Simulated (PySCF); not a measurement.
**Er(OH)3(NH3): other functionals and bases at one geometry**

One table from this session's results is given with a row withheld; the runs are named, their logs left out.

The runs use PySCF 2.14.0; several levels, as the steps say, no spin–orbit coupling.

5 further runs of the same task are left out: 2 for a known fault of the program, 3 that didn't finish.

### Starting geometry

11 atoms, charge 0, spin multiplicity 1.

Bond lengths: Er1–O2 2.050 Å, Er1–O4 2.051 Å, Er1–O6 2.050 Å, Er1–N8 2.485 Å, O2–H3 0.966 Å, O4–H5 0.967 Å, O6–H7 0.966 Å, N8–H9 1.031 Å, N8–H10 1.031 Å, N8–H11 1.031 Å. Angles: O2–Er1–O4 118.3°, O2–Er1–O6 118.3°, O2–Er1–N8 97.5°, O4–Er1–O6 118.4°, O4–Er1–N8 97.4°, O6–Er1–N8 97.6°, Er1–O2–H3 173.3°, Er1–O4–H5 172.5°, Er1–O6–H7 173.1°, Er1–N8–H9 112.0°, Er1–N8–H10 112.2°, Er1–N8–H11 112.0°, H9–N8–H10 106.8°, H9–N8–H11 106.8°, H10–N8–H11 106.8°.

Geometry (Å):

```xyz
11
charge 0, multiplicity 1
Er    0.1440   -0.1925    0.2391
O     1.1655    1.3015    1.2010
H     1.7024    1.9239    1.7088
O    -1.4021   -1.1067    1.2286
H    -2.0438   -1.5779    1.7769
O     1.1108   -1.2381   -1.2357
H     1.6288   -1.7793   -1.8458
N    -1.2324    1.2568   -1.2368
H    -1.8332    1.8970   -0.6969
H    -0.6537    1.8431   -1.8562
H    -1.8560    0.7060   -1.8453
```

Formal oxidation states: Er +3. Each metal's 11 4f electrons lie in its core potential, so multiplicities, spins and levels count the valence alone. An earlier session relaxed this geometry at BP86, Er lcecp-1-SVP with ECP57, O def2-SVP, H def2-SVP, N def2-SVP (singlet, point group Cs).

At BP86 on the finer grid: E = -322.353348 Eh, HOMO -5.39 eV, LUMO -0.79 eV, Mulliken charge on Er1 +0.65 e, largest force component 0.018 eV/Å. 

Levels to run: r2SCAN; PBE0; BLYP; wB97X; BP86, TZVP. Hardware: 2 threads of Arm Neoverse V1, shared host.

Set-up of the first run:

Input file run.py (the lines that set the calculation):

```python
mol = gto.M(atom='''
Er     0.14399    -0.19253     0.23910
O      1.16548     1.30155     1.20101
H      1.70239     1.92390     1.70885
O     -1.40206    -1.10667     1.22858
H     -2.04376    -1.57795     1.77686
O      1.11079    -1.23805    -1.23567
H      1.62881    -1.77934    -1.84583
N     -1.23240     1.25675    -1.23678
H     -1.83320     1.89705    -0.69686
H     -0.65368     1.84312    -1.85622
H     -1.85596     0.70599    -1.84531''',
    basis={'Er': 'lcecp-1-SVP', 'O': 'def2-SVP', 'H': 'def2-SVP', 'N': 'def2-SVP'},
    ecp={'Er': 'lcecp-1-SVP'},
    charge=0, spin=0)
mf = dft.RKS(mol, xc='R2SCAN')
mf.grids.atom_grid = (75, 302)  # f atoms: unpruned, at least (60, 302)
mf = mf.density_fit()  # fitting sets: Er AutoAux, O def2-universal-JKFIT, H def2-universal-JKFIT, N def2-universal-JKFIT
mf.conv_tol = 1e-08; mf.max_cycle = 55
mf.kernel(dm0)  # dm0: the density of the relaxed state
```

The run is started by

```console
OMP_NUM_THREADS=2 python run.py
```

Steps of the session up to this table: r2SCAN; PBE0; BLYP; wB97X; BP86, TZVP.

One of the session's tables, all rows but one given; the rest of the session is left out.

| level | HOMO (eV) | gap (eV) | charge on Er1 (e) | dipole (D) | largest force component (eV/Å) |
| --- | --- | --- | --- | --- | --- |
| BP86 (relaxed here) | -5.39 | 4.59 | 0.65 | 4.22 | 0.02 |
| r2SCAN | -5.65 | 5.35 | 0.86 | 4.23 | 0.33 |
| PBE0 | -6.96 | 6.80 | 0.89 | 4.26 | 0.44 |
| BLYP | -5.16 | 4.23 | 0.61 | 4.20 | 0.14 |
| wB97X | -9.46 | 11.03 | 0.87 | 4.26 | 0.47 |
| BP86, TZVP | ? | ? | ? | ? | ? |

**Question.** Estimate the row for BP86, TZVP.

As computed: HOMO (eV): -5.72; gap (eV): 4.65; charge on Er1 (e): 1.44; dipole (D): 4.23; largest force component (eV/Å): 0.24. In the column «HOMO (eV)» it lies between PBE0 (-6.96) and r2SCAN (-5.65).

In one basis the HOMO–LUMO gap runs from 4.23 eV (BLYP) to 11.03 eV (wB97X). The largest leftover force, 0.47 eV/Å with wB97X, stands at a geometry relaxed at another level. With 4f in the core, its levels are missing from HOMO and gap, and its count is fixed, so no charge can pass from the ligands into it. Total energies of different levels can't be compared.
